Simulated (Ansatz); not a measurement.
**NH3 (ammonia) at wB97X/6-31G**

What is the electronic atomisation energy of NH3 (ammonia) at wB97X/6-31G? 

Program for the calculation: Ansatz 0.2.0.

48 further runs of the same task are left out: 48 set aside as unsound or not needed.

## (1) The structure to begin with

The species is NH3 (4 atoms), meant as a singlet with charge 0. SMILES: `N`. Geometry: relaxed at PBE0-D4/def2-TZVP.

Bond lengths: N1–H2 1.013 Å, N1–H3 1.013 Å, N1–H4 1.013 Å. Angles: H2–N1–H3 107.1°, H2–N1–H4 107.1°, H3–N1–H4 107.1°.

## (2) The energy at wB97X/6-31G

The input, input.yaml:

```yaml
crystal:
  periodic: [false, false, false]
  atoms:
    - symbol: N
      position_ang: [-0.069910, 0.249470, 0.110930]
    - symbol: H
      position_ang: [0.490470, -0.301820, 0.749180]
    - symbol: H
      position_ang: [-0.887480, -0.301940, -0.118910]
    - symbol: H
      position_ang: [0.466920, 0.354280, -0.741200]
basis:
  gaussian: {orbitals: 6-31G}
hamiltonian: {xc: {name: wB97X}}
accuracy: high
```

The run is started by

```
$ ansatz run input.yaml --threads 1 --pin off --max-ram 3480MiB --events-out events.jsonl --progress --plain --runs-dir runs
```

The log of the run:

```text
Warning: RAYON_NUM_THREADS=1 ignored (pool sized by the plan → 1); use --threads N
Functional definition: wB97X
  name "wB97X"
  parameter omega = 0.3/bohr
  parameter cx = 0.157706
  parameter cx1 = 0.726479
  parameter cx2 = 1.04760
  parameter cx3 = -5.70635
  parameter cx4 = 13.2794
  parameter css1 = -4.33879
  parameter css2 = 18.2308
  parameter css3 = -31.7430
  parameter css4 = 17.2901
  parameter cos1 = 2.37031
  parameter cos2 = -11.3995
  parameter cos3 = 6.58405
  parameter cos4 = -3.78132
  exchange = spin_sum(e_x_unif_sr(omega)*poly(b97_u_x, 1 - cx, cx1, cx2, cx3, cx4)) + cx*exact_x_sr(omega)
      + exact_x_lr(omega)
  correlation = spin_sum(e_c_pw_same_spin*poly(b97_u_same, 1, css1, css2, css3, css4))
      + integral(e_c_pw_opposite_spin*poly(b97_u_opposite, 1, cos1, cos2, cos3, cos4))
351 factors; integrals over basis functions are off by at most 8.1e-9 eV
132 factors; integrals over basis functions are off by at most 2.1e-9 eV
mean field evaluation 1: about -1535.0240 eV, gradient 3.7e1 eV
mean field evaluation 2: about -1535.8931 eV, gradient 3.0e1 eV
mean field evaluation 4: about -1537.7133 eV, gradient 8.0e-2 eV
mean field evaluation 8: about -1537.7069 eV, gradient 4.2e-4 eV
mean field evaluation 16: about -1537.7069 eV, gradient 1.8e-8 eV
mean field -1537.70688445 eV, -56.5096857082 hartree, gradient 1.8e-8 eV, S^2 0.000000; 0 other end points of the search recorded, 0 dependent functions left out
reference -1537.70688316 eV, -56.5096856610 hartree; 5, 5 occupied and 10, 10 virtual orbitals, 351 factors
Total energy: -1537.70688316 eV, -56.5096856610 hartree
```

Run time: 1.1 s. Hardware: 1 thread of Intel Xeon 6975P-C (Granite Rapids), shared host; peak memory 0.17 GiB.

## (3) The H atom at the same level

The input, run.yaml:

```yaml
crystal:
  periodic: [false, false, false]
  atoms:
    - {symbol: H, position_ang: [0.000000, 0.000000, 0.000000]}
basis:
  gaussian:
    orbitals: 6-31G
magnetization:
  spin_polarized: true
  initial_magnetization: 1
hamiltonian:
  xc: {name: wB97X}
accuracy: high
```

The run is started by

```
$ ansatz run run.yaml --threads 1 --pin off --max-ram 3480MiB --events-out events.jsonl --progress --plain --runs-dir runs
```

The log of the run (excerpt; [...] marks lines left out):

```text
Warning: RAYON_NUM_THREADS=1 ignored (pool sized by the plan → 1); use --threads N
Functional definition: wB97X
  name "wB97X"
[...]
      + exact_x_lr(omega)
[...]
      + integral(e_c_pw_opposite_spin*poly(b97_u_opposite, 1, cos1, cos2, cos3, cos4))
3 factors; integrals over basis functions are off by at most 5.4e-10 eV
3 factors; integrals over basis functions are off by at most 5.2e-10 eV
[...]
mean field -13.58722251 eV, -0.4993212176 hartree, gradient 4.4e-9 eV, S^2 0.750000; 0 other end points of the search recorded, 0 dependent functions left out
reference -13.58722266 eV, -0.4993212230 hartree; 1, 0 occupied and 1, 2 virtual orbitals, 3 factors
Total energy: -13.58722266 eV, -0.4993212230 hartree
```

Wall time 0.24 s (1 thread of Intel Xeon 6975P-C (Granite Rapids), shared host).

## (4) The N atom, same level

The input, input.yaml:

```yaml
crystal:
  periodic: [false, false, false]
  atoms:
    - symbol: N
      position_ang: [0.000000, 0.000000, 0.000000]
basis:
  gaussian:
    orbitals: 6-31G
hamiltonian:
  xc: {name: wB97X}
total_charge: 0
accuracy: high
magnetization:
  spin_polarized: true
  initial_magnetization: 3
```

Run the same way, it converges to -54.57213 Eh (log not shown).

## (5) Results

Level: wB97X/6-31G.

```
                     quantity         value
       molecule: total energy  -56.50969 Eh
         H atom: total energy   -0.49932 Eh
                 H atom: ⟨S²⟩         0.750
         N atom: total energy  -54.57213 Eh
                 N atom: ⟨S²⟩         3.755
electronic atomisation energy     11.962 eV
```

Taking the molecule apart into free atoms costs 11.96 eV (276 kcal/mol), before zero-point energy and without spin-orbit coupling. The basis has no polarisation functions, which makes bonds too weak.
